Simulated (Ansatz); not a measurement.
# Sb2Se3: the cost of one run

Computed with Ansatz 0.2.0 (DFT PBE, scalar-relativistic, plane waves, PAW, unless a step's input says otherwise).

**1. The structure to begin with**

The structure is orthorhombic, space group Pnma (No. 62). Conventional cell: a = 11.770 Å, b = 3.962 Å, c = 11.620 Å, α = 90.00°, β = 90.00°, γ = 90.00°. Sb (site symmetry m) has 3 Se at 2.66 Å as nearest neighbours. Sb (site symmetry m) has 3 Se at 2.58 to 2.78 Å as nearest neighbours. Around Se (site symmetry m) lie 1 Sb at 2.58 Å. Se (site symmetry m) is surrounded by 2 Sb at 2.66 Å. Around Se (site symmetry m) lie 3 Sb at 2.66 to 2.78 Å.

Coordinates:

```
Sb Se
1.0
    11.77000    0.00000    0.00000
     0.00000    3.96200    0.00000
     0.00000    0.00000   11.62000
Sb Se
8 12
Direct
  0.03050 0.25000 0.32800
  0.96950 0.75000 0.67200
  0.46950 0.75000 0.82800
  0.53050 0.25000 0.17200
  0.14780 0.75000 0.03970
  0.85220 0.25000 0.96030
  0.35220 0.25000 0.53970
  0.64780 0.75000 0.46030
  0.05340 0.25000 0.87320
  0.94660 0.75000 0.12680
  0.44660 0.75000 0.37320
  0.55340 0.25000 0.62680
  0.13020 0.75000 0.44340
  0.86980 0.25000 0.55660
  0.36980 0.25000 0.94340
  0.63020 0.75000 0.05660
  0.21320 0.25000 0.19350
  0.78680 0.75000 0.80650
  0.28680 0.75000 0.69350
  0.71320 0.25000 0.30650
```

The structure rests on an entry of the Crystallography Open Database; cell or positions may have been set otherwise for this series.

**2. Single point: Sb2Se3, no spin**

input.yaml reads:

```yaml
crystal:
  lattice:
    - [11.77, 0.0, 0.0]
    - [0.0, 3.962, 0.0]
    - [0.0, 0.0, 11.62]
  atoms:
    - { symbol: Sb, position: [0.0305, 0.25, 0.328] }
    - { symbol: Sb, position: [0.9695, 0.75, 0.672] }
    - { symbol: Sb, position: [0.4695, 0.75, 0.828] }
    - { symbol: Sb, position: [0.5305, 0.25, 0.172] }
    - { symbol: Sb, position: [0.1478, 0.75, 0.0397] }
    - { symbol: Sb, position: [0.8522, 0.25, 0.9603] }
    - { symbol: Sb, position: [0.3522, 0.25, 0.5397] }
    - { symbol: Sb, position: [0.6478, 0.75, 0.4603] }
    - { symbol: Se, position: [0.0534, 0.25, 0.8732] }
    - { symbol: Se, position: [0.9466, 0.75, 0.1268] }
    - { symbol: Se, position: [0.4466, 0.75, 0.3732] }
    - { symbol: Se, position: [0.5534, 0.25, 0.6268] }
    - { symbol: Se, position: [0.1302, 0.75, 0.4434] }
    - { symbol: Se, position: [0.8698, 0.25, 0.5566] }
    - { symbol: Se, position: [0.3698, 0.25, 0.9434] }
    - { symbol: Se, position: [0.6302, 0.75, 0.0566] }
    - { symbol: Se, position: [0.2132, 0.25, 0.1935] }
    - { symbol: Se, position: [0.7868, 0.75, 0.8065] }
    - { symbol: Se, position: [0.2868, 0.75, 0.6935] }
    - { symbol: Se, position: [0.7132, 0.25, 0.3065] }
scf:
  occupations: { method: fixed }
output:
  forces: true
  stress: true
  eigenvalues: true
  optics:
    e_range: [0, 6]
    de: 0.04
    sigma: 0.08
    bands: { spectra_wanted_up_to: 7 }
    nscf_kmesh: { grid: [6, 18, 6] }
  write_density: true
  write_potential: true
  elf: true
  volumetric_format: npy
kpoints:
  mp_grid: { grid: [3, 9, 3] }
  band_path:
    path:
      - [[0.0, 0.0, 0.0], [0.5, 0.0, 0.0], [0.5, 0.5, 0.0], [0.0, 0.5, 0.0], [0.0, 0.0, 0.0], [0.0, 0.0, 0.5], [0.5, 0.0, 0.5], [0.5, 0.5, 0.5], [0.0, 0.5, 0.5], [0.0, 0.0, 0.5]]
      - [[0.5, 0.0, 0.0], [0.5, 0.0, 0.5]]
      - [[0.0, 0.5, 0.0], [0.0, 0.5, 0.5]]
      - [[0.5, 0.5, 0.0], [0.5, 0.5, 0.5]]
    npoints: 12
```

Run with:

```bash
ansatz run input.yaml --threads 8 --pin off --max-ram 22528MiB --backend cpu --events-out ev --progress --plain --runs-dir out
```

What time and memory should one allow on 8 threads of AMD EPYC 9R45 (Zen 5), shared host?

About 25 min, with a peak of 13 GiB.
